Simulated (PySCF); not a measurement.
# C3H8GeO: NMR shifts at several levels of theory, part 2 of 2

PySCF 2.14.0. Atoms count from 0. Earlier steps stand in the parts before.

## 8. Nuclear shieldings: PBE0/pcSseg-0

Job settings and geometry (Å):

```
{"job": {"kind": "nmr", "xc": "PBE0", "basis": "pcSseg-0", "pop": true}, "charge": 0, "multiplicity": 1}
C     -0.936064    -1.193035    -0.087405
C     -0.274616     0.158404    -0.347182
Ge     1.681297     0.178287    -0.044482
C     -0.924596     1.267978     0.431613
O     -0.340629     2.186949     0.943400
H     -2.028381    -1.142213    -0.232554
H     -0.547815    -1.963464    -0.768619
H     -0.756062    -1.539744     0.942570
H     -0.423620     0.428364    -1.411274
H      2.264031    -1.070605    -0.739482
H      2.324326     1.434103    -0.649267
H      1.970932     0.091103     1.462421
H     -2.043026     1.194378     0.513059
```

Level: GIAO PBE0/pcSseg-0 NMR shielding, non-relativistic, gas phase.

What it wrote:

```text
coarse grid: 47912 points
cycle   1  E = -2267.8905636069  dE = -6.637e-01  |g| = 7.245e-01  |ddm| = 3.549e+00
cycle   2  E = -2267.5152532342  dE =  3.753e-01  |g| = 1.560e+00  |ddm| = 3.414e+00
cycle   3  E = -2267.9997270835  dE = -4.845e-01  |g| = 1.110e-01  |ddm| = 2.620e+00
cycle   4  E = -2268.0020675284  dE = -2.340e-03  |g| = 5.718e-02  |ddm| = 1.949e-01
cycle   5  E = -2268.0028552794  dE = -7.878e-04  |g| = 8.909e-03  |ddm| = 7.803e-02
cycle   6  E = -2268.0028711596  dE = -1.588e-05  |g| = 2.770e-03  |ddm| = 1.174e-02
cycle   7  E = -2268.0028727307  dE = -1.571e-06  |g| = 7.851e-04  |ddm| = 4.873e-03
final grid: 100848 points
cycle   8  E = -2268.0028880168  dE =  2.132e-07  |g| = 1.372e-03  |ddm| = 3.381e-03
cycle   9  E = -2268.0028869387  dE =  1.078e-06  |g| = 2.758e-03  |ddm| = 4.710e-03
cycle  10  E = -2268.0028883796  dE = -1.441e-06  |g| = 1.901e-04  |ddm| = 3.286e-03
cycle  11  E = -2268.0028883880  dE = -8.475e-09  |g| = 1.261e-05  |ddm| = 1.929e-04
cycle  12  E = -2268.0028883881  dE = -2.819e-11  |g| = 3.490e-06  |ddm| = 2.457e-05
converged SCF energy = -2268.0028883881

GIAO shielding tensors (ppm)
atom      isotropic    diamagn.    paramagn.     s11        s22        s33       span
  0 C      178.750     246.076     -67.326    167.344    174.929    193.976     26.633
  1 C      156.780     251.417     -94.636    134.097    143.494    192.750     58.652
  2 Ge    1747.729    2746.370    -998.642   1678.446   1713.976   1850.764    172.317
  3 C      -26.515     250.450    -276.965   -123.830    -45.869     90.152    213.982
  4 O     -432.406     400.516    -832.922  -1133.965   -516.447    353.195   1487.160
  5 H       30.941      29.955       0.986     26.308     28.220     38.294     11.986
  6 H       31.409      29.779       1.631     26.536     29.785     37.906     11.370
  7 H       31.700      29.425       2.276     26.455     30.651     37.995     11.540
  8 H       30.910      32.494      -1.584     26.419     29.701     36.611     10.192
  9 H       28.818      29.069      -0.250     22.451     24.859     39.146     16.695
 10 H       28.274      28.934      -0.660     21.905     23.638     39.278     17.374
 11 H       28.598      28.749      -0.152     22.570     24.344     38.879     16.310
 12 H       22.610      27.877      -5.267     18.963     21.916     26.951      7.988
```

Wall time 10 s (1 thread of Arm Neoverse N1, shared host); peak memory 0.51 GiB.

In short: δ C3 220.0, C1 36.7, C0 14.8, Ge2 -199, H12 10.22, H9 4.27 ppm (means over like atoms).

## 9. NMR shieldings: PBE0/pcSseg-2

The job, as its differences from that of step 8:

```diff
@@ -1,2 +1,2 @@
-{"job": {"kind": "nmr", "xc": "PBE0", "basis": "pcSseg-0", "pop": true}, "charge": 0, "multiplicity": 1}
+{"job": {"kind": "nmr", "xc": "PBE0", "basis": "pcSseg-2", "pop": true}, "charge": 0, "multiplicity": 1}
 C     -0.936064    -1.193035    -0.087405
```

Method: GIAO PBE0/pcSseg-2 NMR shielding, non-relativistic, gas phase.

What it wrote:

```text
coarse grid: 47912 points
cycle   1  E = -2270.8071764225  dE = -2.761e-01  |g| = 1.249e+00  |ddm| = 2.387e+00
cycle   2  E = -2270.3889602010  dE =  4.182e-01  |g| = 1.945e+00  |ddm| = 2.449e+00
cycle   3  E = -2270.9288766701  dE = -5.399e-01  |g| = 4.361e-01  |ddm| = 2.166e+00
cycle   4  E = -2270.9613547972  dE = -3.248e-02  |g| = 1.129e-01  |ddm| = 2.625e-01
cycle   5  E = -2270.9627942838  dE = -1.439e-03  |g| = 1.288e-02  |ddm| = 5.456e-02
cycle   6  E = -2270.9628148208  dE = -2.054e-05  |g| = 5.798e-03  |ddm| = 1.052e-02
cycle   7  E = -2270.9628221881  dE = -7.367e-06  |g| = 1.243e-03  |ddm| = 3.883e-03
final grid: 100848 points
cycle   8  E = -2270.9628227600  dE =  5.136e-07  |g| = 2.240e-03  |ddm| = 4.654e-03
cycle   9  E = -2270.9628201254  dE =  2.635e-06  |g| = 4.469e-03  |ddm| = 4.343e-03
cycle  10  E = -2270.9628236373  dE = -3.512e-06  |g| = 3.392e-04  |ddm| = 2.844e-03
cycle  11  E = -2270.9628236609  dE = -2.368e-08  |g| = 2.565e-05  |ddm| = 2.186e-04
cycle  12  E = -2270.9628236611  dE = -1.291e-10  |g| = 6.992e-06  |ddm| = 3.283e-05
converged SCF energy = -2270.9628236611

GIAO shielding tensors (ppm)
atom      isotropic    diamagn.    paramagn.     s11        s22        s33       span
  0 C      170.722     240.949     -70.228    160.501    166.242    185.421     24.920
  1 C      144.593     246.061    -101.469    123.489    134.015    176.274     52.785
  2 Ge    1554.933    2756.222   -1201.289   1505.655   1511.055   1648.089    142.434
  3 C      -31.946     248.175    -280.121   -124.926    -48.004     77.092    202.018
  4 O     -354.767     395.678    -750.445   -944.436   -446.702    326.837   1271.272
  5 H       29.371      29.090       0.281     25.064     26.430     36.618     11.554
  6 H       29.809      29.342       0.467     25.130     28.646     35.652     10.523
  7 H       30.275      30.166       0.109     25.330     29.277     36.218     10.888
  8 H       29.153      30.780      -1.627     24.406     29.047     34.007      9.601
  9 H       27.669      29.194      -1.524     21.493     23.374     38.141     16.649
 10 H       27.018      28.947      -1.929     21.082     21.870     38.102     17.020
 11 H       27.446      29.383      -1.937     21.942     22.503     37.894     15.952
 12 H       21.163      28.184      -7.021     18.630     19.717     25.143      6.513
```

Wall time 84 s (1 thread of Arm Neoverse N1, shared host); peak memory 1.4 GiB.

Key values: δ C3 216.1, C1 39.5, C0 13.4, Ge2 -218, H12 10.08, H9 3.87 ppm (means over like atoms).

## 10. Run by run: NMR shifts

Shifts (ppm) of some atoms, chosen among heavy atoms and hydrogens apart, means over like atoms, with basis size and wall time:

| run | C3 | C1 | C0 | H12 | H9 | Ge2 | O4 | functions | time |
| --- | --- | --- | --- | --- | --- | --- | --- | --- | --- |
| PBE0/6-31G* | 192.3 | 35.1 | 13.2 | 9.80 | 4.07 | -163 | 611.3 | 104 | 16 s |
| PBE0/def2-SVP | 198.4 | 34.3 | 12.6 | 9.49 | 3.88 | -226 | 651.8 | 128 | 19 s |
| PBE0/def2-TZVP | 209.8 | 38.5 | 13.0 | 10.12 | 4.04 | -207 | 673.2 | 220 | 44 s |
| PBE0/cc-pVDZ | 198.6 | 38.4 | 13.7 | 9.76 | 3.86 | -193 | 651.5 | 123 | 20 s |
| PBE0/cc-pVTZ | 208.0 | 38.0 | 12.9 | 10.04 | 3.87 | -203 | 671.0 | 275 | 65 s |
| PBE0/aug-cc-pVDZ | 202.7 | 38.4 | 12.3 | 10.24 | 4.06 | -205 | 630.8 | 200 | 41 s |
| PBE0/pcSseg-0 | 220.0 | 36.7 | 14.8 | 10.22 | 4.27 | -199 | 770.3 | 77 | 10 s |
| PBE0/pcSseg-2 | 216.1 | 39.5 | 13.4 | 10.08 | 3.87 | -218 | 682.9 | 319 | 84 s |

## 11. Outcome

What follows sums up all 2 parts.

```
                                                            quantity                       value
                                ¹³C shifts against TMS (PBE0/6-31G*)       192.3, 35.1, 13.2 ppm
¹H shifts against TMS (PBE0/6-31G*, means over atoms taken as alike)  9.80, 4.07, 1.81, 1.30 ppm
                             ⁷³Ge shifts against GeMe4 (PBE0/6-31G*)                    -163 ppm
                                ¹⁷O shifts against H2O (PBE0/6-31G*)                   611.3 ppm
                                            range of the shift of O4          611.3 to 770.3 ppm
```

What this shows: Single values in the summary come from the first sound run of each kind (PBE0/6-31G*), which need not be the best level. At PBE0/6-31G*: The widest tensor belongs to O4: span 1170 ppm, with a paramagnetic part of -683 ppm. In ppm, O4 moves most: its shift spreads over 159.0 ppm, from 611.3 (PBE0/6-31G*) to 770.3 (PBE0/pcSseg-0). Spin-orbit coupling is left out, which matters for shieldings and couplings at and beside the heavy atoms.
